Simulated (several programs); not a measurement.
## Many methods on one cell: Ca2TeS (ordering on rocksalt)

Ca2TeS as one 4-atom ordering (P4/mmm) on the rocksalt lattice, relaxed with r2SCAN in Ansatz, was computed with several methods. It is tetragonal, P4/mmm (No. 123); conventional cell a = 4.297 Å, c = 6.077 Å, 28.06 Å³ an atom. S has 6 Ca at 3.04 Å; Ca has 2 S at 3.04 Å and 4 Te at 3.04 Å; Te has 6 Ca at 3.04 Å; Ca has 2 Te at 3.04 Å and 4 S at 3.04 Å. The structure was generated, not taken from experiment, and needn't be the ground state; spin polarisation is off.

```
S Ca Te
1.0
     4.29734    0.00000    0.00000
     0.00000    4.29734    0.00000
     0.00000    0.00000    6.07693
S Ca Te
1 2 1
Direct
  0.00000 0.00000 0.00000
  0.00000 0.00000 0.50000
  0.50000 0.50000 0.00000
  0.50000 0.50000 0.50000
```

Gaps and times are for a single point on this cell; volume and bulk modulus come from each method's own relaxation or energy curve at fixed shape, which is too stiff where a cell has free coordinates or axes. Times are rough, from shared hosts (AMD EPYC 7R43 64-Core Processor; Arm Neoverse V1; Arm Neoverse V2), and each method has its own mesh and cell size. A dagger marks a closed or tiny gap in a crystal that DFT finds insulating: a failure of the method or a wrong SCF state. A double dagger marks a value from a curve with shape and coordinates held. A star marks a curve whose lowest point is an end point. PM6 (MOPAC), PM7 (MOPAC), GFN1-xTB (tblite), GFN2-xTB (tblite) treat a cluster of cells at its zone centre, which samples few k points: where these miss a band edge, the gap comes out too large for that reason alone. Gaps from k meshes are read at a limited set of points (mesh, symmetry points, PBE's band edges), so each method's own least gap may be somewhat smaller. xTB and the PM methods were fitted mostly to molecules, and can miss a solid's gap by electronvolts. Minimal bases can be far off for gaps. Times of the plane-wave ladder aren't listed, since it ran on unlike processors and cards. G0W0 is at finite bands, cutoff and mesh. d marks a direct gap, i an indirect one (no mark: not told apart), a dash a value that wasn't computed or didn't pass its checks.

| method | kind | gap (eV) | own volume (Å³/atom) | bulk modulus (GPa) | atoms computed | processor time |
| --- | --- | --- | --- | --- | --- | --- |
| PM7 (MOPAC) | semi-empirical | 7.76 | – | – | cluster | 0.98 s |
| light PBE (260 eV and a coarse mesh) | light plane-wave | 1.74 d | – | – | 4 | 1.1 s |
| PM6 (MOPAC) | semi-empirical | 4.96 | – | – | cluster | 1.4 s |
| GFN1-xTB (tblite) | tight binding | 0.00† | 25.19*‡ | 62*‡ | cluster | 2 s |
| GFN2-xTB (tblite) | tight binding | 0.05† | – | – | cluster | 3.1 s |
| PBE/SZV (CP2K) | small basis | 0.61 d | 33.27‡ | 28‡ | 4 | 5.4 s |
| PBE | semilocal | 1.78 d | 28.27 | 44‡ | 4 | – |
| PBE/DZVP (CP2K) | small basis | 1.78 d | 28.50‡ | 44‡ | 4 | 11 s |
| r2SCAN | semilocal | 2.20 d | 28.06 | 48‡ | 4 | – |
| PBE/single zeta (GPAW) | small basis | 2.30 d | – | – | 4 | 30 s |
| PBE+SOC | semilocal | 1.57 d | – | – | 4 | – |
| PBE0 | hybrid | 3.33 d | – | – | 4 | – |
| HSE06 | hybrid | 2.66 d | – | – | 4 | – |
| G0W0@r2SCAN (140 eV screening cutoff) | many-body | 3.53 | – | – | 4 | – |
| G0W0@HSE06 (140 eV screening cutoff) | many-body | 3.62 | – | – | 4 | – |
| G0W0@PBE (210 eV screening cutoff) | many-body | 3.33 | – | – | 4 | – |

Against HSE06 (2.66 eV) and with closed or daggered gaps left aside, the nearest gap at the points sampled is that of PBE/single zeta (GPAW) (-0.36 eV) and the farthest that of PM7 (MOPAC) (+5.10 eV). HSE06 is only a yardstick of convenience, and nearness to it can be luck.

Volumes against r2SCAN's: PBE +0.8 %.

Runs without a result: GLLB-SC (GPAW) (single point).

Only the rows marked +SOC include spin-orbit coupling.
